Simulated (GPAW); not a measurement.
Write an ASE script for GPAW 26.7.0 that does the following.

| Item | Value |
| --- | --- |
| Task | single point |
| Functional | PBEsol |
| Potentials or basis | PAW data sets generated in the run's folder for this functional |
| Cutoff | 600 eV |
| Basis | pw |
| k mesh | 5 × 5 × 6 |
| Occupations | fermi-dirac, width 0.05 eV |
| Spin | no spin polarisation |
| Maxiter | 150 |

The system is In3Cu.

```
In Cu
1.0
     7.04762    0.00000    0.00000
    -3.52381    6.10342    0.00000
     0.00000    0.00000    4.42876
In Cu
6 2
Cartesian
  0.0000 2.2033 1.1072
  -1.6157 5.0018 1.1072
  1.6157 5.0018 1.1072
  3.5238 3.9001 3.3216
  5.1395 1.1016 3.3216
  1.9081 1.1016 3.3216
  0.0000 4.0689 3.3216
  3.5238 2.0345 1.1072
```

The cell comes from a database or a generator and needn't be the stable form of this composition.

One way to write it, as run:

run.py

```python
from ase import Atoms
from ase.dft.bandgap import bandgap
from ase.io import write
from ase.units import Bohr, GPa
from gpaw import GPAW, PW, setup_paths
from gpaw.elf import elf_from_dft_calculation

setup_paths.insert(0, '.')

atoms = Atoms(['In', 'In', 'In', 'In', 'In', 'In', 'Cu', 'Cu'],
              cell=[[7.0476179029, 0.0, 0.0],
                    [-3.5238089515, 6.1034161401, 0.0],
                    [0.0, 0.0, 4.42876]],
              scaled_positions=[[0.180497005, 0.36099401, 0.25],
                                [0.180497005, 0.819502995, 0.25],
                                [0.63900599, 0.819502995, 0.25],
                                [0.819502995, 0.63900599, 0.75],
                                [0.819502995, 0.180497005, 0.75],
                                [0.36099401, 0.180497005, 0.75],
                                [0.3333333333, 0.6666666667, 0.75],
                                [0.6666666667, 0.3333333333, 0.25]],
              pbc=True)

calc = GPAW(mode=PW(600),
            xc='PBEsol',
            kpts={'size': (5, 5, 6), 'gamma': True},
            occupations={'name': 'fermi-dirac', 'width': 0.05},
            nbands=78,
            convergence={'density': 1e-05, 'energy': 1e-05},
            maxiter=150,
            txt='gpaw.txt')
atoms.calc = calc
energy = atoms.get_potential_energy()
forces = atoms.get_forces()
stress = atoms.get_stress()
calc.write('gs.gpw')
write('result.traj', atoms)
print(f'Energy: {energy:.6f} eV')
print('Forces (eV/A):')
print(forces.round(4))
print('Stress (GPa):', (stress / GPa).round(3))
print('Fermi level:', round(calc.get_fermi_level(), 4), 'eV')
print(f'Gap: {bandgap(calc)[0]:.4f} eV, direct: {bandgap(calc, direct=True)[0]:.4f} eV')

# fields on the real-space grid
write('density.cube', atoms, data=calc.get_pseudo_density() * Bohr**3)
write('potential.cube', atoms, data=calc.get_electrostatic_potential())
write('elf.cube', atoms, data=elf_from_dft_calculation(calc).data)
```

Potentials or basis: PAW data sets generated in the run's folder for this functional, pw.

The run is started by

```console
$ gpaw-setup -f PBEsol Cu In
$ OMP_NUM_THREADS=1 python run.py
```

It gave:

```yaml
Pressure: -4.0 GPa
Largest_force: 0.137 eV/Å
Band_gap_on_the_k_mesh: none (metal or under the smearing width)
```

Caveat: with this Cu data set, volumes or pressures lay over 1.5 % or 2 GPa off other programs in two to four cells of ten.

It took 8.6 min on 1 thread of Arm Neoverse N1 (shared host), peak memory 0.46 GiB.
